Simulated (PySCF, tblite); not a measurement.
**C8H11P: geometry, infrared bands and NMR shifts**

Aim: predict the infrared bands and NMR shifts of C8H11P (`C#CCP=C=C(C)CC`).

Computed with tblite 0.8.0 and PySCF 2.14.0, with density-fitted response routines of our own, on a single molecule in the gas phase. Atoms count from 0, in the outputs and in this text.

**1. Starting geometry**

20 atoms, charge 0, multiplicity 1; geometry from: force field or distance geometry start.

Bonds of the start (Å): C0–C1 1.21, C1–C2 1.46, C2–P3 1.88, P3–C4 1.67, C4–C5 1.30, C5–C6 1.48, C5–C7 1.47, C7–C8 1.53, C0–H9 1.04, C2–H10 1.10, C2–H11 1.09, C6–H12 1.12, C6–H13 1.09, C6–H14 1.11, C7–H15 1.10, C7–H16 1.12, C8–H17 1.11, C8–H18 1.12, C8–H19 1.08.

**2. Geometry optimisation with GFN2-xTB**

The job: settings as JSON, then the geometry in Å.

```
{"job": {"kind": "relax", "xc": "GFN2-xTB", "basis": "xTB"}, "charge": 0, "multiplicity": 1}
C      4.791600     0.017400     0.272400
C      3.848200    -0.731100     0.122000
C      2.720800    -1.641800    -0.052000
P      1.541400    -0.856400    -1.289000
C      0.160500    -0.262300    -0.559900
C     -0.913800     0.203000     0.007600
C     -0.855500     1.601500     0.491400
C     -2.049600    -0.714900     0.139900
C     -3.192200    -0.033500    -0.609000
H      5.588000     0.677400     0.419200
H      3.089200    -2.604000    -0.445400
H      2.280600    -1.841900     0.923700
H     -0.061800     1.646600     1.281500
H     -1.768800     1.936300     0.984300
H     -0.548800     2.238100    -0.364600
H     -1.863800    -1.731300    -0.228200
H     -2.365600    -0.841700     1.209100
H     -2.770000     0.749500    -1.270900
H     -3.826100     0.505400     0.145100
H     -3.809400    -0.715200    -1.180100
```

Command:

```sh
$ OMP_NUM_THREADS=1 python probes_run.py task.json out
```

This one command runs all jobs of the session in turn.

**Question.** This job is followed by: GFN2-xTB harmonic vibrations, gas phase; GIAO PBE0/pcSseg-1 NMR shielding, non-relativistic, gas phase. What will the session give for the following? strongest single infrared mode (GFN2-xTB); zero-point energy (GFN2-xTB); 13C shifts against TMS (PBE0/pcSseg-1); 1H shifts against TMS (PBE0/pcSseg-1, means over atoms taken as alike); 31P shifts against H3PO4 (PBE0/pcSseg-1).

**Answer**, as computed:

| quantity | value |
| --- | --- |
| strongest single infrared mode (GFN2-xTB) | 3032 cm⁻¹, 47 km/mol |
| zero-point energy (GFN2-xTB) | 100.1 kcal/mol |
| 13C shifts against TMS (PBE0/pcSseg-1) | 266.3, 131.4, 86.5, 78.6, 34.9, 23.3, 21.2, 15.8 ppm |
| 1H shifts against TMS (PBE0/pcSseg-1, means over atoms taken as alike) | 2.75, 2.21, 2.04, 1.69, 1.19 ppm |
| 31P shifts against H3PO4 (PBE0/pcSseg-1) | 48.9 ppm |

In words: Relaxing lowered the energy by 0.675 eV in 159 steps; the close pair that moved most is C5–C7, from 1.466 to 1.510 Å. The lowest mode is slightly imaginary (3i cm⁻¹), a soft motion within the noise of the Hessian, so the minimum is not strictly shown. The strongest single mode, at 3032 cm⁻¹, moves mainly H19. Unscaled tight-binding wavenumbers are off by several per cent, some by more. Its intensities can rank the bands wrongly.
